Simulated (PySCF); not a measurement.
**Difluorochloroborane (BClF₂): NMR shifts in gas and solvents**

Aim: compute the NMR shifts of Difluorochloroborane (BClF₂) (`FB(F)Cl`), and see what a dielectric continuum does where one was used.

The runs use PySCF 2.14.0, with density-fitted response routines of our own; the level of theory stands in each step. All values are computed, except where a source is named. Atoms count from 0, in the outputs and in this text.

### 1 The molecule as given

4 atoms, charge 0, multiplicity 1; geometry from: GFN2-xTB. The atoms were then displaced at random by about 0.01 Å, so the start is not that level's minimum.

Bonds of the start (Å): F0–B1 1.28, B1–F2 1.32, B1–Cl3 1.73.

### 2 Optimising the geometry at PBE0-D3(BJ)/def2-TZVP

What the job is given:

```
{"job": {"xc": "PBE0", "basis": "def2-TZVP", "d3": "d3bj", "grid": 2, "shake": 0.01, "kind": "geom"}, "charge": 0, "multiplicity": 1}
F     -0.740030     1.094580    -0.000870
B     -0.077790    -0.002770    -0.007840
F     -0.799700    -1.106940    -0.009370
Cl     1.655520    -0.010250    -0.014920
```

Started as:

```bash
$ OMP_NUM_THREADS=1 python probes_run.py task.json out
```

This one command runs all jobs of the session in turn.

The program printed:

```text
step   0  E = -684.63802282  max force = 0.029621
step   1  E = -684.63857645  max force = 0.013721
step   2  E = -684.63936265  max force = 0.005546
step   3  E = -684.63940429  max force = 0.001652
step   4  E = -684.63943910  max force = 0.000640
step   5  E = -684.63944328  max force = 0.000260
optimisation converged
```

It took 37 s on 1 thread of Arm Neoverse N1, shared host; peak memory 0.5 GiB.

The steps of the relaxation:

| step | energy from step 0 (eV) | largest force component (eV/Å) |
| --- | --- | --- |
| 0 | 0.0000 | 1.5232 |
| 1 | -0.0151 | 0.7056 |
| 2 | -0.0365 | 0.2852 |
| 3 | -0.0376 | 0.0849 |
| 4 | -0.0385 | 0.0329 |
| 5 | -0.0387 | 0.0134 |

Close pairs (by a distance rule), those that changed most:

```
  bond  before (Å)  after (Å)  change (Å)
 F0–B1       1.282      1.311      +0.029
 B1–F2       1.319      1.310      -0.009
B1–Cl3       1.733      1.740      +0.007
```

The next job starts from the end point, and lists it.

```csv
at the end point,value
point group (found at 0.08 Å tolerance),C2v
"rotational constants (GHz, main isotopes)","10.427, 4.699, 3.239"
dipole moment (D),0.28
```

### 3 Nuclear shieldings: PBE0/pcSseg-2

What the job is given:

```
{"job": {"kind": "nmr", "xc": "PBE0", "basis": "pcSseg-2"}, "charge": 0, "multiplicity": 1}
F     -0.720967     1.142555     0.094891
B     -0.066165     0.007768     0.059318
F     -0.396465    -0.943899     0.897297
Cl     1.223457    -0.231449    -1.083810
```

With the program's defaults for keys left out, this is: GIAO PBE0/pcSseg-2 NMR shielding, non-relativistic, gas phase.

The program printed:

```text
coarse grid: 4888 points
cycle   1  E = -684.5797985315  dE =  4.731e-01  |g| = 6.330e-01  |ddm| = 1.407e+00
cycle   2  E = -684.5168837042  dE =  6.291e-02  |g| = 9.325e-01  |ddm| = 5.943e-01
cycle   3  E = -684.6428545479  dE = -1.260e-01  |g| = 3.578e-02  |ddm| = 3.366e-01
cycle   4  E = -684.6430655906  dE = -2.110e-04  |g| = 2.102e-02  |ddm| = 4.106e-02
cycle   5  E = -684.6431476043  dE = -8.201e-05  |g| = 3.265e-03  |ddm| = 1.580e-02
cycle   6  E = -684.6431495435  dE = -1.939e-06  |g| = 1.183e-03  |ddm| = 3.212e-03
final grid: 46168 points
cycle   7  E = -684.6450336314  dE = -9.840e-05  |g| = 4.351e-03  |ddm| = 2.567e-02
cycle   8  E = -684.6450337244  dE = -9.293e-08  |g| = 3.196e-03  |ddm| = 3.548e-03
cycle   9  E = -684.6450350122  dE = -1.288e-06  |g| = 8.829e-04  |ddm| = 2.051e-03
cycle  10  E = -684.6450351396  dE = -1.274e-07  |g| = 1.568e-04  |ddm| = 4.297e-04
cycle  11  E = -684.6450351430  dE = -3.400e-09  |g| = 5.429e-05  |ddm| = 1.269e-04
cycle  12  E = -684.6450351436  dE = -6.153e-10  |g| = 1.173e-05  |ddm| = 3.982e-05
converged SCF energy = -684.6450351436

GIAO shielding tensors (ppm)
atom      isotropic    diamagn.    paramagn.     s11        s22        s33       span
  0 F      248.033     467.285    -219.252     94.163    305.661    344.276    250.113
  1 B       77.528     193.737    -116.209     69.007     72.718     90.859     21.852
  2 F      248.022     467.272    -219.250     94.179    305.549    344.337    250.158
  3 Cl     870.220    1147.687    -277.467    700.792    894.326   1015.542    314.750
```

Wall time 11 s (1 thread of Arm Neoverse N1, shared host); peak memory 0.6 GiB.

The references, computed at this level on geometries of the same kind, shield at (ppm): 19F CFCl3 174.3, 11B BF3·OEt2 98.7, 35Cl HCl 946. Their shielding less the atom's gives the shift. The references are single molecules in the gas phase, so shifts against H2O, NH3, PH3, H3PO4 or CFCl3 are not on the usual liquid scales and can be off by tens of ppm. Atoms listed in one row are averaged.

| atoms | environment | σ (ppm) | δ (ppm) |
| --- | --- | --- | --- |
| F0, F2 | fluorine bonded to B | 248.0 | -73.7 |
| B1 | boron bonded to Cl, 2 F | 77.5 | 21.2 |
| Cl3 | chlorine bonded to B | 870 | 75 |

The run also stored atomic charges by several schemes (e):

| atoms | Mulliken | IAO | Hirshfeld | ESP fit |
| --- | --- | --- | --- | --- |
| F0, F2 | -0.29 | -0.31 | -0.13 | -0.22 |
| B1 | 0.73 | 0.69 | 0.33 | 0.58 |
| Cl3 | -0.15 | -0.08 | -0.06 | -0.14 |

Mayer bond orders: F0–B1 1.11, B1–F2 1.11, B1–Cl3 1.24.

### 4 NMR shieldings: KT3/pcSseg-2

What the job is given:

```
{"job": {"kind": "nmr", "xc": "KT3", "basis": "pcSseg-2", "pop": false}, "charge": 0, "multiplicity": 1}
F     -0.720967     1.142555     0.094891
B     -0.066165     0.007768     0.059318
F     -0.396465    -0.943899     0.897297
Cl     1.223457    -0.231449    -1.083810
```

With the program's defaults for keys left out, this is: GIAO KT3/pcSseg-2 NMR shielding, non-relativistic, gas phase.

The program printed:

```text
coarse grid: 4888 points
cycle   1  E = -690.7602126760  dE =  4.996e-01  |g| = 8.806e-01  |ddm| = 1.396e+00
cycle   2  E = -690.4629237934  dE =  2.973e-01  |g| = 1.644e+00  |ddm| = 9.494e-01
cycle   3  E = -690.8715893776  dE = -4.087e-01  |g| = 1.248e-01  |ddm| = 6.405e-01
cycle   4  E = -690.8747648860  dE = -3.176e-03  |g| = 3.711e-02  |ddm| = 1.189e-01
cycle   5  E = -690.8749939112  dE = -2.290e-04  |g| = 1.502e-02  |ddm| = 3.437e-02
cycle   6  E = -690.8750480223  dE = -5.411e-05  |g| = 3.228e-03  |ddm| = 1.417e-02
cycle   7  E = -690.8750504608  dE = -2.439e-06  |g| = 5.118e-04  |ddm| = 2.734e-03
final grid: 46168 points
cycle   8  E = -690.8717399612  dE = -3.246e-04  |g| = 3.728e-02  |ddm| = 5.662e-02
cycle   9  E = -690.8714597191  dE =  2.802e-04  |g| = 5.572e-02  |ddm| = 3.360e-02
cycle  10  E = -690.8718977093  dE = -4.380e-04  |g| = 7.030e-03  |ddm| = 2.161e-02
cycle  11  E = -690.8719049297  dE = -7.220e-06  |g| = 1.160e-03  |ddm| = 4.247e-03
cycle  12  E = -690.8719052446  dE = -3.148e-07  |g| = 3.596e-04  |ddm| = 1.185e-03
cycle  13  E = -690.8719052770  dE = -3.240e-08  |g| = 5.566e-05  |ddm| = 3.103e-04
cycle  14  E = -690.8719052776  dE = -6.150e-10  |g| = 1.895e-05  |ddm| = 4.308e-05
converged SCF energy = -690.8719052776

GIAO shielding tensors (ppm)
atom      isotropic    diamagn.    paramagn.     s11        s22        s33       span
  0 F      243.170     468.494    -225.324     93.066    304.949    331.496    238.430
  1 B       79.546     194.922    -115.376     72.061     73.858     92.719     20.658
  2 F      243.175     468.482    -225.308     93.107    304.855    331.562    238.455
  3 Cl     874.756    1149.628    -274.872    716.734    890.421   1017.114    300.380
```

Wall time 12 s (1 thread of Arm Neoverse N1, shared host); peak memory 0.54 GiB.

In short: δ F0 -97.7, B1 18.7, Cl3 68 ppm (means over like atoms).

### 5 Nuclear shieldings: wB97X-D/pcSseg-2

What the job is given:

```
{"job": {"kind": "nmr", "xc": "wB97X-D", "basis": "pcSseg-2", "pop": false}, "charge": 0, "multiplicity": 1}
F     -0.720967     1.142555     0.094891
B     -0.066165     0.007768     0.059318
F     -0.396465    -0.943899     0.897297
Cl     1.223457    -0.231449    -1.083810
```

Method: GIAO wB97X-D/pcSseg-2 NMR shielding, non-relativistic, gas phase.

The program printed:

```text
coarse grid: 4888 points
cycle   1  E = -684.8608088950  dE =  5.036e-01  |g| = 7.085e-01  |ddm| = 1.364e+00
cycle   2  E = -684.8594006446  dE =  1.408e-03  |g| = 8.085e-01  |ddm| = 6.205e-01
cycle   3  E = -684.9492455793  dE = -8.984e-02  |g| = 4.154e-02  |ddm| = 2.794e-01
cycle   4  E = -684.9495756059  dE = -3.300e-04  |g| = 2.088e-02  |ddm| = 3.814e-02
cycle   5  E = -684.9496647981  dE = -8.919e-05  |g| = 3.562e-03  |ddm| = 1.573e-02
cycle   6  E = -684.9496674657  dE = -2.668e-06  |g| = 4.659e-04  |ddm| = 3.034e-03
final grid: 46168 points
cycle   7  E = -684.9557296843  dE = -1.336e-04  |g| = 7.601e-03  |ddm| = 3.079e-02
cycle   8  E = -684.9557299801  dE = -2.958e-07  |g| = 7.757e-03  |ddm| = 5.293e-03
cycle   9  E = -684.9557374024  dE = -7.422e-06  |g| = 4.918e-04  |ddm| = 2.445e-03
cycle  10  E = -684.9557374442  dE = -4.183e-08  |g| = 2.211e-04  |ddm| = 4.953e-04
cycle  11  E = -684.9557374516  dE = -7.389e-09  |g| = 3.369e-05  |ddm| = 1.483e-04
cycle  12  E = -684.9557374519  dE = -3.186e-10  |g| = 1.106e-05  |ddm| = 4.054e-05
converged SCF energy = -684.9557374519

GIAO shielding tensors (ppm)
atom      isotropic    diamagn.    paramagn.     s11        s22        s33       span
  0 F      255.017     466.135    -211.118    104.938    311.504    348.608    243.669
  1 B       78.621     194.202    -115.581     70.846     73.159     91.858     21.013
  2 F      254.980     466.126    -211.146    104.911    311.382    348.647    243.736
  3 Cl     876.140    1147.970    -271.830    710.731    895.096   1022.592    311.862
```

It took 11 s on 1 thread of Arm Neoverse N1, shared host; peak memory 0.64 GiB.

In short: δ F0 -70.0, B1 21.0, Cl3 65 ppm (means over like atoms).

### 6 Shielding tensors: B97-2/pcSseg-2

What the job is given:

```
{"job": {"kind": "nmr", "xc": "B97-2", "basis": "pcSseg-2", "pop": false}, "charge": 0, "multiplicity": 1}
F     -0.720967     1.142555     0.094891
B     -0.066165     0.007768     0.059318
F     -0.396465    -0.943899     0.897297
Cl     1.223457    -0.231449    -1.083810
```

Level: GIAO B97-2/pcSseg-2 NMR shielding, non-relativistic, gas phase.

The program printed:

```text
coarse grid: 4888 points
cycle   1  E = -684.9207896172  dE =  4.743e-01  |g| = 6.904e-01  |ddm| = 1.404e+00
cycle   2  E = -684.8374521472  dE =  8.334e-02  |g| = 1.040e+00  |ddm| = 6.496e-01
cycle   3  E = -684.9942661834  dE = -1.568e-01  |g| = 4.419e-02  |ddm| = 3.747e-01
cycle   4  E = -684.9946258390  dE = -3.597e-04  |g| = 2.128e-02  |ddm| = 4.802e-02
cycle   5  E = -684.9947027418  dE = -7.690e-05  |g| = 4.055e-03  |ddm| = 1.577e-02
cycle   6  E = -684.9947060359  dE = -3.294e-06  |g| = 1.358e-03  |ddm| = 3.942e-03
final grid: 46168 points
cycle   7  E = -684.9861445892  dE = -1.175e-04  |g| = 1.177e-02  |ddm| = 2.922e-02
cycle   8  E = -684.9861334743  dE =  1.111e-05  |g| = 1.405e-02  |ddm| = 8.804e-03
cycle   9  E = -684.9861594504  dE = -2.598e-05  |g| = 1.659e-03  |ddm| = 5.092e-03
cycle  10  E = -684.9861598244  dE = -3.739e-07  |g| = 2.260e-04  |ddm| = 8.650e-04
cycle  11  E = -684.9861598338  dE = -9.498e-09  |g| = 7.129e-05  |ddm| = 2.278e-04
cycle  12  E = -684.9861598350  dE = -1.187e-09  |g| = 1.704e-05  |ddm| = 6.075e-05
cycle  13  E = -684.9861598351  dE = -6.173e-11  |g| = 1.969e-06  |ddm| = 1.307e-05
converged SCF energy = -684.9861598351

GIAO shielding tensors (ppm)
atom      isotropic    diamagn.    paramagn.     s11        s22        s33       span
  0 F      254.353     467.632    -213.279    105.243    311.504    346.312    241.069
  1 B       79.387     193.823    -114.436     71.865     73.282     93.014     21.149
  2 F      254.343     467.620    -213.277    105.259    311.397    346.373    241.114
  3 Cl     876.025    1148.258    -272.233    712.149    896.025   1019.903    307.754
```

Run time: 9.3 s. Hardware: 1 thread of Arm Neoverse N1, shared host; peak memory 0.6 GiB.

This run: δ F0 -78.4, B1 20.4, Cl3 65 ppm (means over like atoms).

### 7 NMR shieldings: WP04/pcSseg-2 in chloroform

What the job is given:

```
{"job": {"kind": "nmr", "xc": "WP04", "basis": "pcSseg-2", "pop": false, "solvent": "chloroform"}, "charge": 0, "multiplicity": 1}
F     -0.720967     1.142555     0.094891
B     -0.066165     0.007768     0.059318
F     -0.396465    -0.943899     0.897297
Cl     1.223457    -0.231449    -1.083810
```

With the program's defaults for keys left out, this is: GIAO WP04/pcSseg-2 NMR shielding, non-relativistic, IEF-PCM chloroform.

The program printed:

```text
coarse grid: 4888 points
cycle   1  E = -693.0384267329  dE =  5.000e-01  |g| = 1.097e+00  |ddm| = 1.425e+00
cycle   2  E = -692.7729859724  dE =  2.654e-01  |g| = 1.735e+00  |ddm| = 1.019e+00
cycle   3  E = -693.2014418744  dE = -4.285e-01  |g| = 1.233e-01  |ddm| = 6.343e-01
cycle   4  E = -693.2040791311  dE = -2.637e-03  |g| = 3.087e-02  |ddm| = 1.009e-01
cycle   5  E = -693.2042205006  dE = -1.414e-04  |g| = 8.635e-03  |ddm| = 2.543e-02
cycle   6  E = -693.2042376783  dE = -1.718e-05  |g| = 2.290e-03  |ddm| = 7.311e-03
cycle   7  E = -693.2042387149  dE = -1.037e-06  |g| = 2.317e-04  |ddm| = 1.462e-03
final grid: 46168 points
cycle   8  E = -693.2005567301  dE = -1.668e-04  |g| = 3.504e-03  |ddm| = 3.303e-02
cycle   9  E = -693.2005561165  dE =  6.136e-07  |g| = 3.550e-03  |ddm| = 2.337e-03
cycle  10  E = -693.2005577227  dE = -1.606e-06  |g| = 9.794e-04  |ddm| = 1.518e-03
cycle  11  E = -693.2005578480  dE = -1.253e-07  |g| = 1.034e-04  |ddm| = 3.293e-04
cycle  12  E = -693.2005578495  dE = -1.472e-09  |g| = 7.038e-05  |ddm| = 1.112e-04
cycle  13  E = -693.2005578504  dE = -9.434e-10  |g| = 9.050e-06  |ddm| = 4.251e-05
converged SCF energy = -693.2005578504

GIAO shielding tensors (ppm)
atom      isotropic    diamagn.    paramagn.     s11        s22        s33       span
  0 F      263.096     470.017    -206.921    116.627    322.234    350.426    233.799
  1 B       71.569     193.130    -121.560     60.502     65.403     88.803     28.301
  2 F      263.082     470.003    -206.922    116.634    322.130    350.481    233.848
  3 Cl     853.967    1151.663    -297.696    675.041    868.686   1018.174    343.133
```

Run time: 9.4 s. Hardware: 1 thread of Arm Neoverse N1, shared host; peak memory 0.61 GiB.

This run: δ F0 -84.1, B1 22.6, Cl3 71 ppm (means over like atoms).

### 8 NMR shieldings: wB97X-D/pcSseg-2 in chloroform

What the job is given:

```
{"job": {"kind": "nmr", "xc": "wB97X-D", "basis": "pcSseg-2", "pop": false, "solvent": "chloroform"}, "charge": 0, "multiplicity": 1}
F     -0.720967     1.142555     0.094891
B     -0.066165     0.007768     0.059318
F     -0.396465    -0.943899     0.897297
Cl     1.223457    -0.231449    -1.083810
```

With the program's defaults for keys left out, this is: GIAO wB97X-D/pcSseg-2 NMR shielding, non-relativistic, IEF-PCM chloroform.

The program printed:

```text
coarse grid: 4888 points
cycle   1  E = -684.8641466617  dE =  5.003e-01  |g| = 7.011e-01  |ddm| = 1.364e+00
cycle   2  E = -684.8658004649  dE = -1.654e-03  |g| = 7.888e-01  |ddm| = 5.878e-01
cycle   3  E = -684.9504952377  dE = -8.469e-02  |g| = 4.247e-02  |ddm| = 2.615e-01
cycle   4  E = -684.9508467568  dE = -3.515e-04  |g| = 1.963e-02  |ddm| = 3.754e-02
cycle   5  E = -684.9509251166  dE = -7.836e-05  |g| = 3.156e-03  |ddm| = 1.463e-02
cycle   6  E = -684.9509271868  dE = -2.070e-06  |g| = 4.352e-04  |ddm| = 2.816e-03
final grid: 46168 points
cycle   7  E = -684.9569795798  dE = -1.336e-04  |g| = 7.613e-03  |ddm| = 3.067e-02
cycle   8  E = -684.9569799111  dE = -3.313e-07  |g| = 7.774e-03  |ddm| = 5.244e-03
cycle   9  E = -684.9569873447  dE = -7.434e-06  |g| = 4.631e-04  |ddm| = 2.386e-03
cycle  10  E = -684.9569873832  dE = -3.847e-08  |g| = 2.154e-04  |ddm| = 4.906e-04
cycle  11  E = -684.9569873903  dE = -7.078e-09  |g| = 3.217e-05  |ddm| = 1.488e-04
cycle  12  E = -684.9569873906  dE = -3.394e-10  |g| = 9.663e-06  |ddm| = 4.598e-05
converged SCF energy = -684.9569873906

GIAO shielding tensors (ppm)
atom      isotropic    diamagn.    paramagn.     s11        s22        s33       span
  0 F      257.871     466.535    -208.664    109.509    314.536    349.568    240.059
  1 B       78.756     193.833    -115.077     70.768     73.148     92.352     21.583
  2 F      257.826     466.524    -208.698    109.465    314.408    349.604    240.139
  3 Cl     876.961    1147.963    -271.002    711.237    894.580   1025.065    313.828
```

Wall time 12 s (1 thread of Arm Neoverse N1, shared host); peak memory 0.66 GiB.

Key values: δ F0 -70.7, B1 21.2, Cl3 80 ppm (means over like atoms).

### 9 Side by side: NMR shifts

Shifts (ppm), means over like atoms, with basis size and wall time:

```csv
run,F0,B1,Cl3,functions,time
PBE0/pcSseg-2,-73.7,21.2,75,151,11 s
KT3/pcSseg-2,-97.7,18.7,68,151,12 s
wB97X-D/pcSseg-2,-70.0,21.0,65,151,11 s
B97-2/pcSseg-2,-78.4,20.4,65,151,9.3 s
WP04/pcSseg-2 in chloroform,-84.1,22.6,71,151,9.4 s
wB97X-D/pcSseg-2 in chloroform,-70.7,21.2,80,151,12 s
```

### 10 Outcome

```
                                                                 quantity                  value
                                                              point group                    C2v
                                     rotational constants (main isotopes)  10.43, 4.70, 3.24 GHz
19F shifts against CFCl3 (PBE0/pcSseg-2, means over atoms taken as alike)              -73.7 ppm
                              11B shifts against BF3·OEt2 (PBE0/pcSseg-2)               21.2 ppm
                                  35Cl shifts against HCl (PBE0/pcSseg-2)                 75 ppm
                        range of the shift of Cl3 (wB97X-D/pcSseg-2 runs)           65 to 80 ppm
```

What this shows: Relaxing lowered the energy by 0.039 eV in 5 steps; the close pair that moved most is F0–B1, from 1.282 to 1.311 Å. No frequency check was run at this level, so the end point may be a saddle. At PBE0/pcSseg-2: Shielding is most anisotropic at Cl3 (span 315 ppm, paramagnetic term -277 ppm). At one level, wB97X-D/pcSseg-2: In ppm, Cl3 moves most: its shift spreads over 16 ppm, from 65 (wB97X-D/pcSseg-2) to 80 (wB97X-D/pcSseg-2 in chloroform). Most of that comes from the computed reference, not from the atom's own shielding.
